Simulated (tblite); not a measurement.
# C5H8F2O2Si: the cost of one run

The runs use tblite 0.8.0 and PySCF 2.14.0, with density-fitted response routines of our own; the level of theory stands in each step. All values are computed, except where a source is named. Atoms are numbered from 0 throughout.

**1. Starting geometry**

18 atoms, charge 0, multiplicity 1; geometry from: force field or distance geometry start.

Bonds of the start (Å): O0–C1 1.25, C1–O2 1.38, O2–C3 1.41, C3–C4 1.50, C4–F5 1.39, C4–C6 1.50, C6–Si7 1.88, Si7–C8 1.88, C8–F9 1.39, C8–C3 1.49, C1–H10 1.09, C3–H11 1.10, C4–H12 1.10, C6–H13 1.09, C6–H14 1.11, Si7–H15 1.45, Si7–H16 1.46, C8–H17 1.10.

**2. Geometry optimisation with GFN2-xTB**

Job settings and geometry (Å):

```
{"job": {"kind": "relax", "xc": "GFN2-xTB", "basis": "xTB"}, "charge": 0, "multiplicity": 1}
O      3.214800     0.743800    -0.705800
C      2.888600    -0.340000    -0.171800
O      1.579500    -0.685400     0.095500
C      0.568800     0.231000    -0.278100
C     -0.131400     0.715000     0.951300
F     -0.726100     1.925800     0.601300
C     -1.244100    -0.223200     1.307400
Si    -2.053500    -0.216900    -0.392900
C     -0.397900    -0.291900    -1.282600
F     -0.144500    -1.649100    -1.461300
H      3.695700    -1.021400     0.101800
H      1.062500     1.102900    -0.724100
H      0.524200     0.871600     1.820100
H     -1.922100     0.139100     2.076500
H     -0.900300    -1.264700     1.500500
H     -2.904400    -1.365600    -0.622100
H     -2.692300     1.086200    -0.583400
H     -0.426200     0.249200    -2.243800
```

Command:

```bash
OMP_NUM_THREADS=1 python probes_run.py task.json out
```

This one command runs all jobs of the session in turn.

**Question.** How long does this first job take on 1 thread of Arm Neoverse V1, shared host, and how much memory does it need?

About 1.7 s, with a peak of 0.16 GiB.
